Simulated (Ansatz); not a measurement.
# BH5N2S, SMILES NB(N)S: a rigid scan of one bond length

With Ansatz 0.2.0 through its Python package.

Notebook, run cell by cell (the value of a cell's last expression is shown):

**Cell 1**
```python
from dataclasses import dataclass

import ansatz as az
from ase import Atoms
import numpy as np
```

**Cell 2**
```python
@dataclass(frozen=True)
class RunConfig:
    basis: str = 'def2-SVP'
    xc: str = 'cam_b3lyp'
```

**Cell 3**
```python
settings = RunConfig()
```

**Cell 4**
```python
atoms = Atoms(['N', 'B', 'N', 'S', 'H', 'H', 'H', 'H', 'H'], positions=[
    (0.4743, 1.2276, -0.6595),
    (0.0901, 0.015, 0.1246),
    (0.5877, -1.3313, -0.3548),
    (-0.8959, 0.1463, 1.6772),
    (-0.0054, 1.1502, -1.6324),
    (-0.0536, 2.096, -0.2153),
    (0.3408, -2.0516, 0.354),
    (1.7013, -1.2703, -0.2966),
    (-2.1508, -0.0283, 0.9855),
])
geometry = az.Crystal.molecule_from_ase(atoms)
```

**Cell 5**
```python
symbols = [site.symbol for site in geometry.cartesian_sites]
start = np.array([site.position_ang for site in geometry.cartesian_sites])
axis = (start[4] - start[0]) / np.linalg.norm(start[4] - start[0])
moving = [4]
lengths, energies = [0.92, 1.0, 1.09, 1.2, 1.36, 1.63, 1.96, 2.39], []
for length in lengths:
    xyz = start.copy()
    xyz[moving] += (length - np.linalg.norm(start[4] - start[0])) * axis
    point = az.Crystal.molecule()
    for symbol, place in zip(symbols, xyz):
        point = point.atom(symbol, place.tolist())
    calculation = point.calculation().basis(gaussian=settings.basis).functional(settings.xc)
    report = calculation.run(threads=1).report
    energies.append(report['free_energy_ev'])
    print(f'r = {length:6.3f} A  E = {energies[-1]:.5f} eV  <S^2> = {abs(report["mean_field"]["state"]["spin_squared"]):.3f}')

print('energy above the lowest point (eV):', [round(e - min(energies), 3) for e in energies])
```
Output:
```text
r =  0.920 A  E = -14566.75652 eV  <S^2> = 0.000
r =  1.000 A  E = -14567.03573 eV  <S^2> = 0.000
r =  1.090 A  E = -14566.96367 eV  <S^2> = 0.000
r =  1.200 A  E = -14566.56853 eV  <S^2> = 0.000
r =  1.360 A  E = -14565.73234 eV  <S^2> = 0.000
r =  1.630 A  E = -14564.22189 eV  <S^2> = 0.000
r =  1.960 A  E = -14562.66202 eV  <S^2> = 0.000
r =  2.390 A  E = -14561.20988 eV  <S^2> = 0.000
energy above the lowest point (eV): [0.279, 0.0, 0.072, 0.467, 1.303, 2.814, 4.374, 5.826]
```

Total energies depend on the basis set; only differences at equal settings carry meaning. The rest of the molecule is held rigid at a force-field or estimated start geometry, and the basis set is modest; single-reference methods fail as a bond breaks. The orbitals are restricted, so S² is zero by construction. Toward dissociation an unrestricted state can lie under the restricted one, by tenths of an eV for polar bonds under a functional and by 1 to 2 eV or more for others. It ran for 10 s on 1 thread of Intel(R) Xeon(R) Processor @ 2.30GHz, on a shared host, peak memory 0.29 GiB.
